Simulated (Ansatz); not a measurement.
# CHClFNSi: how energies converge with the basis set

How large a basis does CHClFNSi need? Two functionals are run in growing sets.

Program: Ansatz 0.2.0, Gaussian basis. Level of theory: one geometry, several basis sets. These are calculated values, not measurements.

Plan: PBE0-D4/def2-SVP; ωB97M-V/def2-SVP; PBE0-D4/def2-QZVPP; ωB97M-V/def2-QZVPP; the functionals' def2-TZVPP values are taken from earlier runs.

## 1. Structure used throughout

The geometry comes from an earlier relaxation with PBE0-D4 in a triple-zeta def2 set; it is a stationary point.

6 atoms, charge 0, spin multiplicity 1.

Atoms are counted from 1 here; the program's logs count them from 0.

Bond lengths: N1–C2 1.151 Å, C2–Si3 1.839 Å, Si3–F4 1.579 Å, Si3–Cl5 2.016 Å, Si3–H6 1.467 Å. Angles: N1–C2–Si3 178.0°, C2–Si3–F4 107.1°, C2–Si3–Cl5 108.2°, C2–Si3–H6 110.3°, F4–Si3–Cl5 110.0°, F4–Si3–H6 110.0°, Cl5–Si3–H6 111.2°.

## 2. PBE0-D4 in def2-SVP

Contents of in.yaml:

```yaml
crystal:
  periodic: [false, false, false]
  atoms:
    - {symbol: N, position_ang: [-1.977844, 0.308718, 1.400080]}
    - {symbol: C, position_ang: [-1.043271, 0.191169, 0.738257]}
    - {symbol: Si, position_ang: [0.411879, -0.001399, -0.370209]}
    - {symbol: F, position_ang: [1.492729, 1.049959, 0.097523]}
    - {symbol: Cl, position_ang: [1.130197, -1.872349, -0.149373]}
    - {symbol: H, position_ang: [0.028409, 0.259804, -1.762379]}
basis:
  gaussian: {orbitals: def2-SVP}
hamiltonian: {xc: pbe0, dispersion: d4}
output: {orbitals: {seedname: orbitals}}
```

Further steps of the session: ωB97M-V in def2-SVP; PBE0-D4 in def2-QZVPP; ωB97M-V in def2-QZVPP.

**Question.** What will the summary of the whole plan be? Wanted: PBE0-D4: double and triple zeta above quadruple; ωB97M-V: double and triple zeta above quadruple.

**Answer**, as computed:

| quantity | value |
| --- | --- |
| PBE0-D4: double and triple zeta above quadruple | 14.62, 0.92 eV |
| ωB97M-V: double and triple zeta above quadruple | 14.65, 0.86 eV |

In words: For PBE0-D4 the step from double to triple zeta gains 13.69 eV and the next only 0.92 eV. Total energies overstate the basis error of differences, where much of it tends to cancel.
